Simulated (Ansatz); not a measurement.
# ZnS (Wurtzite-2H): a point defect seen from the nuclei (Se on an S site), part 2 of 2

Aim: the field gradients at and around a point defect: Se on an S site in ZnS (Wurtzite-2H), cell charge 0. The cell is a supercell built from a structure deposited in the COD. Planned: a single point, then a relaxation.

Ansatz 0.2.0; DFT, PBE, plane-wave PAW, default files, scalar-relativistic. Earlier steps stand in the parts before.

## 3. Ions relaxed

File input.yaml:

```yaml
crystal:
  lattice:
    - [7.622, 0.0, 0.0]
    - [-3.811, 6.6008456276, 0.0]
    - [0.0, 0.0, 12.468]
  atoms:
    - { symbol: Zn, position: [0.1666666666, 0.3333333334, 0.0] }
    - { symbol: Zn, position: [0.1666666666, 0.3333333334, 0.5] }
    - { symbol: Zn, position: [0.1666666666, 0.8333333334, 0.0] }
    - { symbol: Zn, position: [0.1666666666, 0.8333333334, 0.5] }
    - { symbol: Zn, position: [0.6666666666, 0.3333333334, 0.0] }
    - { symbol: Zn, position: [0.6666666666, 0.3333333334, 0.5] }
    - { symbol: Zn, position: [0.6666666666, 0.8333333334, 0.0] }
    - { symbol: Zn, position: [0.6666666666, 0.8333333334, 0.5] }
    - { symbol: Zn, position: [0.3333333334, 0.1666666666, 0.25] }
    - { symbol: Zn, position: [0.3333333334, 0.1666666666, 0.75] }
    - { symbol: Zn, position: [0.3333333334, 0.6666666666, 0.25] }
    - { symbol: Zn, position: [0.3333333334, 0.6666666666, 0.75] }
    - { symbol: Zn, position: [0.8333333334, 0.1666666666, 0.25] }
    - { symbol: Zn, position: [0.8333333334, 0.1666666666, 0.75] }
    - { symbol: Zn, position: [0.8333333334, 0.6666666666, 0.25] }
    - { symbol: Zn, position: [0.8333333334, 0.6666666666, 0.75] }
    - { symbol: Se, position: [0.1666666666, 0.3333333334, 0.1925] }
    - { symbol: S, position: [0.1666666666, 0.3333333334, 0.6925] }
    - { symbol: S, position: [0.1666666666, 0.8333333334, 0.1925] }
    - { symbol: S, position: [0.1666666666, 0.8333333334, 0.6925] }
    - { symbol: S, position: [0.6666666666, 0.3333333334, 0.1925] }
    - { symbol: S, position: [0.6666666666, 0.3333333334, 0.6925] }
    - { symbol: S, position: [0.6666666666, 0.8333333334, 0.1925] }
    - { symbol: S, position: [0.6666666666, 0.8333333334, 0.6925] }
    - { symbol: S, position: [0.3333333334, 0.1666666666, 0.4425] }
    - { symbol: S, position: [0.3333333334, 0.1666666666, 0.9425] }
    - { symbol: S, position: [0.3333333334, 0.6666666666, 0.4425] }
    - { symbol: S, position: [0.3333333334, 0.6666666666, 0.9425] }
    - { symbol: S, position: [0.8333333334, 0.1666666666, 0.4425] }
    - { symbol: S, position: [0.8333333334, 0.1666666666, 0.9425] }
    - { symbol: S, position: [0.8333333334, 0.6666666666, 0.4425] }
    - { symbol: S, position: [0.8333333334, 0.6666666666, 0.9425] }
kpoints:
  mp_grid: { grid: [3, 3, 2] }
scf:
  occupations: { method: fermi_dirac, width: 0.01 }
hamiltonian:
  xc: pbe
  pseudopotentials: { kind: paw }
output:
  forces: true
  stress: true
  populations: true
  efg:
    quadrupole_moments_barn: { Zn: 0.122, S: -0.0694 }
    contact_densities: true
  write_density: true
  write_potential: true
  elf: true
  volumetric_format: npy
relax:
  f_tol: 0.03
  max_steps: 40
```

The run is started by

```sh
$ ansatz run input.yaml --threads 1 --pin off --max-ram 3072MiB --backend cpu --events-out ev --progress --plain --runs-dir out
```

Log:

```text
[... 1 line left out ...]
Warning: RAYON_NUM_THREADS=1 ignored (pool sized by the plan → 1); use --threads N
Engine: ansatz 0.2.0, aarch64-unknown-linux-gnu
Pseudopotentials: kind: paw
Pseudopotential: Zn, paw, valence charge 12, recommended cutoff 420 eV (normal), Zn.paw.azcp
Pseudopotential: Se, paw, valence charge 16, recommended cutoff 420 eV (normal), Se.paw.azcp
Pseudopotential: S, paw, valence charge 6, recommended cutoff 420 eV (normal), S.paw.azcp
Functional definition: PBE
  parameter kappa = 0.804
  parameter beta = 0.06672455060314922
  exchange = pbe_x(kappa = kappa, mu = beta*pi^2/3)
  correlation = pbe_c(beta = beta)
Crystal: 32 atoms, lattice volume = 627.286 Å³
Basis set: ecut = 420 eV, 12287 PW (Γ), exchange–correlation on 108×108×180 points (8 copies of the dense FFT grid, shifted against one another)
Bands: 181, of which v1, the nominal top of the filled ones, is band 149 counted from 1 (148 counted from 0)
Symmetry: 6 space group operations
Space group: P3m1 (ITA 156), of the structure as read, at distance tolerance 8.6e-5 Å
k-points: 6 of 18 (time reversal used)
Non-local potential: Zn, projectors of the file, l = 0: 2, l = 1: 2, l = 2: 3, l = 3: 1
Non-local potential: Se, projectors of the file, l = 0: 2, l = 1: 2, l = 2: 3, l = 3: 1
Non-local potential: S, projectors of the file, l = 0: 2, l = 1: 2, l = 2: 2
PAW form: soft (Blöchl's): semilocal exchange-correlation on the pseudo side does not see the compensation charge
PAW one-centre angular grid: Zn, 590 points (default); XC on 64 Gauss nodes
PAW one-centre angular grid: Se, 590 points (default); XC on 64 Gauss nodes
PAW one-centre angular grid: S, 110 points (default); XC on 64 Gauss nodes
Initial density: superposition of atomic densities (neutral atoms: chi_scale 0, normalization atom), corrected by the library's trained network
Initial wavefunctions: pseudopotential atomic-orbital guess
Functional: x = pbe(κ = 0.804, μ = 0.2195149727645171), c = pbe(β = 0.06672455060314922)
SCF iter   1: F=—  HF=-72129.829436 eV  |F-HF|=—  |Δ(HF+E_count)|=         —  Δρ=5.34e-4  dr2=1.57e-3  ethr=1.77e-3  ⟨swp⟩=5.8  Hψ=4526  notcnv=0  defer=43
preconditioner: auto → Resta (q_TF=auto, 2.410 Å⁻¹)  ε∞=6.5  [insulator: Δε(μ)=2.228 eV  Ē_g=10.695 eV  σ=0.010 eV  W_gap=1.00  n_scr=134 (ndim 8)  ℏωp=25.2 eV  f_vac=0.042  D(μ)=0.00/eV (n_scr^D=0)  ε∞_Penn≈6.5]
SCF iter   2: F=—  HF=-72129.827930 eV  |F-HF|=—  |Δ(HF+E_count)|=   1.51e-3  Δρ=3.31e-4  dr2=6.25e-4  ethr=5.28e-7  ⟨swp⟩=2.7  Hψ=2343  notcnv=0  defer=140
SCF iter   3: F=—  HF=-72129.828749 eV  |F-HF|=—  |Δ(HF+E_count)|=   8.19e-4  Δρ=1.09e-4  dr2=7.24e-5  ethr=2.10e-7  ⟨swp⟩=2.0  Hψ=1841  notcnv=0  defer=140
iter 4 did not close the SCF: its close was put off for the readings that it lacked (scf_convergence_deferred on its scf_iter line)
SCF iter   4: F=-72129.828679 eV  HF=-72129.828683 eV  |F-HF|=3.34e-6  |Δ(HF+E_count)|=   6.66e-5  Δρ=5.20e-5  dr2=1.97e-5  ethr=2.43e-8  ⟨swp⟩=3.0  Hψ=1841  notcnv=0  defer=140
iter 5 did not close the SCF: its close was put off for the readings that it lacked (scf_convergence_deferred on its scf_iter line)
SCF iter   5: F=-72129.828683 eV  HF=-72129.828688 eV  |F-HF|=5.55e-6  |Δ(HF+E_count)|=   5.64e-6  Δρ=3.20e-5  dr2=5.75e-6  ethr=6.61e-9  ⟨swp⟩=2.0  Hψ=1817  notcnv=0  defer=140
SCF iter   6: F=-72129.828687 eV  HF=-72129.828688 eV  |F-HF|=1.23e-6  |Δ(HF+E_count)|=   2.97e-7  Δρ=1.59e-5  dr2=1.51e-6  ethr=1.93e-9  ⟨swp⟩=7.2  Hψ=8061  notcnv=0
SCF 1 converged in 6 iterations: F = -72129.828687 eV  dr2 = 1.51e-6
relax step   1: F+E_penalty+E_count = -72129.82868665 eV  Δ(F+E_penalty+E_count) = +0.000e0 eV  max|allowed force component| = 8.115e-1 eV/Å  Δτ_max = 0.0000 Å  (6 SCF iters, dr2 threshold 2.25e-5 eV, accepted)
[... 10 lines left out ...]
relax step   2: F+E_penalty+E_count = -72130.03125667 eV  Δ(F+E_penalty+E_count) = -2.026e-1 eV  max|allowed force component| = 3.263e-1 eV/Å  Δτ_max = 0.0544 Å  (5 SCF iters, dr2 threshold 4.12e-5 eV, accepted)
[... 17 lines left out ...]
relax step   4: F+E_penalty+E_count = -72130.13199096 eV  Δ(F+E_penalty+E_count) = -5.646e-4 eV  max|allowed force component| = 1.753e-2 eV/Å  Δτ_max = 0.0061 Å  (6 SCF iters, accepted)
NSCF: frozen V_eff on 6 k-points
[... 1 line left out ...]
SCF converged after 6 iterations
Free energy (F): -72130.131991 eV
Harris-Foulkes:  -72130.131991 eV  (|F-HF|=2.14e-8)
Internal energy: -72130.131991 eV  (E = F + TS)
E sigma→0 (E₀):  -72130.131991 eV
Fermi energy:    7.196453 eV
--- Per-component energies (eV) ---
[... 14 lines left out ...]
--- Forces (eV/Å), atoms counted from 1 ---
  atom   1  Zn     0.00000000    -0.00000000    -0.01433720
  atom   2  Zn     0.00000000    -0.00000000    -0.00332045
  atom   3  Zn    -0.00090784    -0.00052414    -0.00671548
  atom   4  Zn    -0.00275710    -0.00159181     0.00954692
  atom   5  Zn     0.00000000     0.00104828    -0.00671548
  atom   6  Zn     0.00000000     0.00318363     0.00954692
[... 26 lines left out ...]
  max |Σ_I F_I| component: 2.80e-6 eV/Å
--- Stress (GPa, compression-positive) ---
        2.816302       0.000000       0.000000
        0.000000       2.816302      -0.000000
        0.000000      -0.000000       3.147113
  P = ⅓ Tr σ = 2.9266 GPa (29.266 kbar)
--- PAW observables at the nuclei: V_zz in 10²¹ V/m², potentials from the cell's mean, atoms counted from 1 ---
  atom   1  Zn V_zz =    +0.802216   η = 0.0000   by run symmetry: allowed   C_q = +2.3665 MHz
            electrostatic potential = -3941.832572 V   contact ρ = 166604.784265 e/Å³
  atom   2  Zn V_zz =    +0.129582   η = 0.0000   by run symmetry: allowed   C_q = +0.3823 MHz
            electrostatic potential = -3941.786396 V   contact ρ = 166603.716431 e/Å³
  atom   3  Zn V_zz =    -0.153583   η = 0.1361   by run symmetry: allowed   C_q = -0.4531 MHz
            electrostatic potential = -3941.791048 V   contact ρ = 166603.723313 e/Å³
  atom   4  Zn V_zz =    -0.095926   η = 0.5850   by run symmetry: allowed   C_q = -0.2830 MHz
            electrostatic potential = -3941.799175 V   contact ρ = 166603.938828 e/Å³
  atom   5  Zn V_zz =    -0.153583   η = 0.1361   by run symmetry: allowed   C_q = -0.4531 MHz
            electrostatic potential = -3941.791048 V   contact ρ = 166603.723314 e/Å³
  atom   6  Zn V_zz =    -0.095926   η = 0.5850   by run symmetry: allowed   C_q = -0.2830 MHz
            electrostatic potential = -3941.799175 V   contact ρ = 166603.938828 e/Å³
  atom   7  Zn V_zz =    -0.153583   η = 0.1361   by run symmetry: allowed   C_q = -0.4531 MHz
            electrostatic potential = -3941.791048 V   contact ρ = 166603.723313 e/Å³
  atom   8  Zn V_zz =    -0.095926   η = 0.5850   by run symmetry: allowed   C_q = -0.2830 MHz
            electrostatic potential = -3941.799175 V   contact ρ = 166603.938828 e/Å³
  atom   9  Zn V_zz =    +0.485957   η = 0.4632   by run symmetry: allowed   C_q = +1.4335 MHz
            electrostatic potential = -3941.845274 V   contact ρ = 166605.096816 e/Å³
  atom  10  Zn V_zz =    +0.198474   η = 0.2214   by run symmetry: allowed   C_q = +0.5855 MHz
            electrostatic potential = -3941.809023 V   contact ρ = 166603.900136 e/Å³
  atom  11  Zn V_zz =    +0.485957   η = 0.4632   by run symmetry: allowed   C_q = +1.4335 MHz
            electrostatic potential = -3941.845274 V   contact ρ = 166605.096817 e/Å³
  atom  12  Zn V_zz =    +0.198474   η = 0.2214   by run symmetry: allowed   C_q = +0.5855 MHz
            electrostatic potential = -3941.809023 V   contact ρ = 166603.900136 e/Å³
  atom  13  Zn V_zz =    +0.485957   η = 0.4632   by run symmetry: allowed   C_q = +1.4335 MHz
            electrostatic potential = -3941.845274 V   contact ρ = 166605.096816 e/Å³
  atom  14  Zn V_zz =    +0.198474   η = 0.2214   by run symmetry: allowed   C_q = +0.5855 MHz
            electrostatic potential = -3941.809023 V   contact ρ = 166603.900136 e/Å³
  atom  15  Zn V_zz =    +0.009685   η = 0.0000   by run symmetry: allowed   C_q = +0.0286 MHz
            electrostatic potential = -3941.788019 V   contact ρ = 166603.722893 e/Å³
  atom  16  Zn V_zz =    -0.130780   η = 0.0000   by run symmetry: allowed   C_q = -0.3858 MHz
            electrostatic potential = -3941.794171 V   contact ρ = 166603.833106 e/Å³
  atom  17  Se V_zz =    +1.480166   η = 0.0000   by run symmetry: allowed
            electrostatic potential = -4709.584887 V   contact ρ = 262870.761847 e/Å³
  atom  18  S  V_zz =    +0.126119   η = 0.0000   by run symmetry: allowed   C_q = -0.2116 MHz
            electrostatic potential = -1633.273150 V   contact ρ = 19764.940231 e/Å³
  atom  19  S  V_zz =    -1.182069   η = 0.5490   by run symmetry: allowed   C_q = +1.9836 MHz
            electrostatic potential = -1633.285406 V   contact ρ = 19764.870653 e/Å³
  atom  20  S  V_zz =    +0.130055   η = 0.1125   by run symmetry: allowed   C_q = -0.2182 MHz
            electrostatic potential = -1633.278051 V   contact ρ = 19764.846376 e/Å³
  atom  21  S  V_zz =    -1.182069   η = 0.5490   by run symmetry: allowed   C_q = +1.9836 MHz
            electrostatic potential = -1633.285406 V   contact ρ = 19764.870653 e/Å³
  atom  22  S  V_zz =    +0.130055   η = 0.1125   by run symmetry: allowed   C_q = -0.2182 MHz
            electrostatic potential = -1633.278051 V   contact ρ = 19764.846376 e/Å³
  atom  23  S  V_zz =    -1.182069   η = 0.5490   by run symmetry: allowed   C_q = +1.9836 MHz
            electrostatic potential = -1633.285406 V   contact ρ = 19764.870653 e/Å³
  atom  24  S  V_zz =    +0.130055   η = 0.1125   by run symmetry: allowed   C_q = -0.2182 MHz
            electrostatic potential = -1633.278051 V   contact ρ = 19764.846376 e/Å³
  atom  25  S  V_zz =    -0.375147   η = 0.9881   by run symmetry: allowed   C_q = +0.6295 MHz
            electrostatic potential = -1633.264866 V   contact ρ = 19764.874821 e/Å³
  atom  26  S  V_zz =    +0.546322   η = 0.7090   by run symmetry: allowed   C_q = -0.9168 MHz
            electrostatic potential = -1633.283164 V   contact ρ = 19764.888183 e/Å³
  atom  27  S  V_zz =    -0.375147   η = 0.9881   by run symmetry: allowed   C_q = +0.6295 MHz
            electrostatic potential = -1633.264866 V   contact ρ = 19764.874821 e/Å³
  atom  28  S  V_zz =    +0.546322   η = 0.7090   by run symmetry: allowed   C_q = -0.9168 MHz
            electrostatic potential = -1633.283164 V   contact ρ = 19764.888183 e/Å³
  atom  29  S  V_zz =    -0.375147   η = 0.9881   by run symmetry: allowed   C_q = +0.6295 MHz
            electrostatic potential = -1633.264866 V   contact ρ = 19764.874821 e/Å³
  atom  30  S  V_zz =    +0.546322   η = 0.7090   by run symmetry: allowed   C_q = -0.9168 MHz
            electrostatic potential = -1633.283164 V   contact ρ = 19764.888183 e/Å³
  atom  31  S  V_zz =    +0.277496   η = 0.0000   by run symmetry: allowed   C_q = -0.4657 MHz
            electrostatic potential = -1633.249452 V   contact ρ = 19764.870759 e/Å³
  atom  32  S  V_zz =    +0.219504   η = 0.0000   by run symmetry: allowed   C_q = -0.3683 MHz
            electrostatic potential = -1633.258326 V   contact ρ = 19764.898193 e/Å³
--- Band table (eV; the first three rows and the last of 6) ---
[... 4 lines left out ...]
--- Relaxed structure (4 steps of the walk, 4 accepted, 0 SCFs on fresh bases) ---
  F+E_penalty+E_count = -72130.13199096 eV   max|allowed force component| = 1.753e-2 eV/Å
  atoms:
[... 32 lines left out ...]
--- Löwdin populations: 32 sites ---
  site symbol       q [e]
[... 32 lines left out ...]
  spilling = 0.010592 (of n_electrons = 298.000000)
```

Run time: 6.5 min. Hardware: 1 thread of Arm Neoverse V1, shared host; peak memory 1.4 GiB.

The steps of the relaxation:

```
step  energy change (eV)  largest force component (eV/Å)
   1              0.0000                           0.812
   2             -0.2026                           0.326
   3             -0.3027                           0.033
   4             -0.3033                           0.018
```

Atom 13 and its like (Zn) moved farthest, 0.092 Å; the mean move was 0.040 Å.

At the end: gap on the mesh 2.16 eV, largest force 0.022 eV/Å, pressure 2.9 GPa.

Against step 2 (V_zz in 10²¹ V/m²; 11 of 16 rows, with the four largest changes of size):

```
site       atoms  V_zz, PBE  V_zz, PBE relaxed  η, PBE  η, PBE relaxed
  Se          17      -0.59               1.48    0.00            0.00
 Zn9   9, 11, 13       2.22               0.49    0.56            0.46
 Zn1           1       0.86               0.80    0.00            0.00
 S19  19, 21, 23      -0.48              -1.18    0.77            0.55
 S25  25, 27, 29      -0.66              -0.38    0.04            0.99
 S26  26, 28, 30      -0.65               0.55    0.14            0.71
 Zn2           2       1.83               0.13    0.00            0.00
Zn15          15       1.81              0.010    0.00            0.00
 Zn3     3, 5, 7       1.84              -0.15    0.00            0.14
 Zn4     4, 6, 8       1.82             -0.096    0.00            0.59
Zn16          16       1.85              -0.13    0.00            0.00
```

Like atoms gathered into sites: 11 of 16, those nearest the defect, the farthest of each element and the two largest gradients.

```
site       atoms  distance from the defect (Å)  V_zz (10²¹ V/m²)     η      C_Q (MHz)
  Se          17                          0.00              1.48  0.00              –
 Zn9   9, 11, 13                          2.41              0.49  0.46    1.43 (⁶⁷Zn)
 Zn1           1                          2.42              0.80  0.00    2.37 (⁶⁷Zn)
 S19  19, 21, 23                          3.81             -1.18  0.55     1.98 (³³S)
 S26  26, 28, 30                          3.83              0.55  0.71   -0.917 (³³S)
 S25  25, 27, 29                          3.85             -0.38  0.99    0.630 (³³S)
 Zn2           2                          3.91              0.13  0.00   0.382 (⁶⁷Zn)
 Zn3     3, 5, 7                          4.46             -0.15  0.14  -0.453 (⁶⁷Zn)
Zn15          15                          4.47             0.010  0.00   0.029 (⁶⁷Zn)
Zn16          16                          6.98             -0.13  0.00  -0.386 (⁶⁷Zn)
 S20  20, 22, 24                          7.29              0.13  0.11   -0.218 (³³S)
```

Direction of the V_zz axis (Cartesian unit vector):

```
site  atom      x      y      z
 Zn1     1   0.00   0.00   1.00
 Zn2     2   0.00   0.00   1.00
 Zn3     3  -0.60  -0.34   0.73
 Zn4     4   0.07   0.04   1.00
 Zn9     9   0.84  -0.49   0.23
Zn10    10   0.80  -0.46  -0.37
Zn16    16   0.00   0.00   1.00
  Se    17   0.00   0.00   1.00
 S18    18   0.00   0.00   1.00
 S19    19  -0.50   0.87   0.00
```

The sizes of the gradients above 0.15 moved by 84 % in the median, over a factor of two at the site that moves most (small gradients counted from 0.15; Se, -0.59 to 1.48), with a change of sign at Se, S26, Zn3 and others.

Density in a lattice plane of the grid's cell (edges 7.62 and 12.47 Å, at 0.333 of the third edge), which holds Zn and Se and S.

Values in e/Å³, 12 rows by 8 columns:
```
 0.22  0.29  0.20  0.27  0.22  0.19  0.16  0.27
 0.07  0.05  0.05  0.08  0.07  0.04  0.05  0.08
 0.22  0.79  0.56  0.18  0.22  0.80  0.58  0.18
 0.21  0.97  0.98  0.11  0.22  0.98  0.99  0.10
 0.07  0.42  0.26  0.04  0.07  0.43  0.26  0.04
 0.24 14.93  1.88  0.20  0.23 15.36  1.74  0.18
 0.20  0.20  0.16  0.26  0.21  0.18  0.16  0.26
 0.06  0.05  0.05  0.08  0.06  0.05  0.04  0.08
 0.22  1.00  0.59  0.18  0.22  0.79  0.57  0.17
 0.24 10.61  1.99  0.12  0.22  0.96  0.98  0.10
 0.07  0.40  0.26  0.04  0.07  0.42  0.26  0.04
 0.23 15.74  1.95  0.19  0.22 17.07  1.84  0.17
```
Columns run along the first of these edges and rows up along the second, over one cell in 8 and 12 even steps from the bottom left corner. Atoms in the plane (fractional): Zn at (0.17, 0.99), Zn at (0.17, 0.50), Zn at (0.67, 0.00), Zn at (0.67, 0.50), Se at (0.17, 0.19), S at (0.17, 0.69), S at (0.67, 0.19), S at (0.67, 0.69).

ELF in the same plane.

Ten even steps from '0' (0.00) to '9' (0.85):
```
62012786211278
52113675211367
10000231000023
12442111344211
39998213999821
69149316904941
59899305989930
16774001577400
12111111201111
31002563100256
62112786211278
52112675211367
10000221000022
13552111244211
48888213999821
79249516905942
68778405989931
26885101577400
12111111201111
31002463100256
```
Columns run along the first of these edges and rows up along the second, over one cell in 14 and 20 even steps from the bottom left corner. Atoms in the plane (fractional): Zn at (0.17, 0.99), Zn at (0.17, 0.50), Zn at (0.67, 0.00), Zn at (0.67, 0.50), Se at (0.17, 0.19), S at (0.17, 0.69), S at (0.67, 0.19), S at (0.67, 0.69).

Both are smooth fields of the valence electrons: close to the nuclei they are not physical.

The highest ELF values outside the cores: 0.90 on the S–Zn line, 0.8 Å from S; 0.89 in the shell around S, 0.7 Å from S; 0.83 on the Se–Zn line, 0.9 Å from Se.

## 4. Spectra that follow from step 3

³³S (I = 3/2, Q = -69.40 mb) in zero field: pure quadrupole lines, for atoms at rest. Strengths are squared matrix elements for a powder, against the strongest line of the same site.

```
site  count  line (MHz)  strength
 S19      3        1.04      1.00
 S26      3       0.495      1.00
 S25      3       0.362      1.00
 S20      3       0.109      1.00
```

## 5. What came out

The summary covers parts 1 to 2.

| quantity | value |
| --- | --- |
| state (step 3) | gap on the mesh 2.16 eV, largest force 0.022 eV/Å, pressure 2.9 GPa |
| V_zz by site, step 3 (10²¹ V/m²) | Se 1.48, Zn9 0.49, Zn1 0.80, S19 -1.18, S26 0.55, S25 -0.38, Zn2 0.13, Zn3 -0.15, … |
| largest C_Q in size, step 3 | 2.37 MHz, ⁶⁷Zn at Zn1 |
| step 3 (ions relaxed) against step 2 | 84 % in the median, over a factor of two at the site that moves most (small gradients counted from 0.15; Se, -0.59 to 1.48), with a change of sign at Se, S26, Zn3 and others |

Site Se (4 Zn at 2.41–2.42 Å) carries the largest gradient. The runs allow no spin. The relaxation kept the symmetry P3m1, so a distorted place of lower energy may have been missed. Moves of at most 0.09 Å on relaxation changed gradients by over a factor of two in size (gradients over 0.15 counted), so small moves matter. The highest ³³S quadrupole line lies at 1.04 MHz, for nuclei at rest; thermal motion mostly lowers such lines a little. The defect repeats with the cell of 32 atoms, so it feels its images: sites between two images don't show the values beside a lone defect, and zeros or small values of η there can come from the images' arrangement. S and Zn carry a gradient in the pure host already, so the values there aren't the defect's effect alone. The relaxation keeps the site symmetry 3m of the start, so the impurity can move only along its axis; a start off the site could end lower.

The gaps are Kohn-Sham values of a semilocal functional, not quasiparticle or optical gaps. Such gaps usually fall short of the measured ones.
